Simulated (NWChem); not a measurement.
# UPBE0/6-31G run of SiH3Se (SMILES [SiH2][SeH])

Aim: the vertical ionisation energy of SiH3Se at UPBE0/6-31G, from 2 runs. 

The calculation is run with NWChem 7.3.0.

## Step 1: The molecule

SiH3Se has 5 atoms, charge 0, and is taken as a doublet. As SMILES, `[SiH2][SeH]`. Geometry: relaxed at PBE0-D4/def2-TZVP. This is one conformer, not always the lowest.

Bond lengths: Si1–Se2 2.272 Å, Si1–H3 1.492 Å, Si1–H4 1.489 Å, Se2–H5 1.469 Å. Angles: Si1–Se2–H5 93.1°, Se2–Si1–H3 111.1°, Se2–Si1–H4 104.9°, H3–Si1–H4 110.2°.

## Step 2: The energy at UPBE0/6-31G

File h3sesi.nw:

```
echo
start h3sesi
memory stack 880 mb heap 220 mb global 1100 mb
geometry units angstrom noautosym nocenter noautoz
Si     0.060900    -0.791800     0.205800
Se     0.776600     1.182400    -0.661900
H     -1.304300    -0.656200     0.791600
H      0.034200    -1.731400    -0.948800
H      0.482600     1.923300     0.572000
end
basis "ao basis" spherical bse
* library 6-31G
end
dft
xc pbe0
mult 2
grid fine
convergence energy 1e-08
maxiter 100
mulliken
noprint "final vectors analysis"
end
task dft energy
```

On the command line:

```console
nwchem h3sesi.nw > h3sesi.out
```

Output:

```text
[...]
          Wavefunction type:  spin polarized.
          No. of atoms     :     5
          No. of electrons :    51
[...]
          Charge           :     0
          Spin multiplicity:     2
[...]
          AO basis - number of functions:    46
[...]
              XC Information
              --------------
                         PBE0 Method XC Functional
                     Hartree-Fock (Exact) Exchange  0.250
          PerdewBurkeErnzerhof Exchange Functional  0.750
            Perdew 1991 LDA Correlation Functional  1.000 local
           PerdewBurkeErnz. Correlation Functional  1.000 non-local
[...]
 d= 0,ls=0.0,diis     1  -2691.9508973120 -2.84D+03  9.62D-03  4.30D-02     1.3
[...]
 d= 0,ls=0.0,diis    10  -2691.9823606382 -9.34D-09  2.57D-06  2.43D-09     9.0
[...]
         Total DFT energy =    -2691.982360638197
      One electron energy =    -4041.778949598652
           Coulomb energy =     1310.682802132530
    Exchange-Corr. energy =     -108.823597160968
 Nuclear repulsion energy =      147.937383988892
[...]
      Total Density - Mulliken Population Analysis
     ---------------------------------------------
    Atom       Charge   Shell Charges
 -----------   ------   -------------------------------------------------------
    1 Si  14    13.77   2.00  2.00  5.96  1.08  1.90  0.35  0.47
    2 Se  34    34.10   2.00  2.00  6.00  2.00  5.98  1.57  3.20  0.36  0.99  6.95  3.05
    3 H    1     1.08   0.49  0.59
    4 H    1     1.07   0.49  0.58
    5 H    1     0.99   0.49  0.50
[...]
      <S2> =      0.7519 (Exact =     0.7500)
[...]
```

It took 9.6 s on 1 thread of Intel Xeon Platinum 8559C (Emerald Rapids), shared host; peak memory 0.11 GiB.

## Step 3: The singlet cation

File nw.nw:

```
start nw
memory stack 880 mb heap 220 mb global 1100 mb
charge 1
geometry noautosym nocenter noautoz
  Si       0.060900      -0.791800       0.205800
  Se       0.776600       1.182400      -0.661900
  H       -1.304300      -0.656200       0.791600
  H        0.034200      -1.731400      -0.948800
  H        0.482600       1.923300       0.572000
end
basis "ao basis" spherical bse
  Si library 6-31G
  Se library 6-31G
  H library 6-31G
end
dft
  xc pbe0
  grid fine
  convergence energy 1e-08
  maxiter 100
  mulliken
  print low
end
task dft energy
```

On the command line:

```console
nwchem nw.nw > nw.out
```

Output:

```text
[...]
 d= 0,ls=0.0,diis     1  -2691.2691146300 -2.84D+03  8.92D-02  7.64D+00     1.1
[...]
 d= 0,ls=0.0,diis    11  -2691.6804803483 -3.28D-10  1.21D-06  1.06D-09     7.6
         Total DFT energy =    -2691.680480348308
      One electron energy =    -4028.905364589068
           Coulomb energy =     1297.795917230466
    Exchange-Corr. energy =     -108.508416978599
 Nuclear repulsion energy =      147.937383988892
[...]
      Total Density - Mulliken Population Analysis
     ---------------------------------------------
    Atom       Charge   Shell Charges
 -----------   ------   -------------------------------------------------------
    1 Si  14    13.45   2.00  2.00  5.96  1.16  1.82  0.25  0.26
    2 Se  34    33.71   2.00  2.00  6.00  2.00  5.98  1.64  3.10  0.31  0.68  6.95  3.05
    3 H    1     0.95   0.47  0.48
    4 H    1     0.96   0.48  0.48
    5 H    1     0.92   0.48  0.44
[...]
```

Run time: 8.4 s. Hardware: 1 thread of Intel Xeon Platinum 8559C (Emerald Rapids), shared host; peak memory 0.11 GiB.

## Step 4: Summary of results

Level: UPBE0/6-31G.

| quantity | value |
| --- | --- |
| doublet SiH3Se: total energy | -2691.98236 Eh |
| doublet SiH3Se: dipole moment | 1.22 D |
| doublet SiH3Se: ⟨S²⟩ | 0.752 |
| singlet cation: total energy | -2691.68048 Eh |
| vertical ionisation energy (to the singlet cation) | 8.215 eV |

What this shows: The vertical ionisation energy comes to 8.21 eV (189 kcal/mol). Only the singlet of the ionised species was computed; a triplet could lie lower. Mulliken charges (doublet SiH3Se) run from -0.10 on Se2 to +0.23 on Si1.
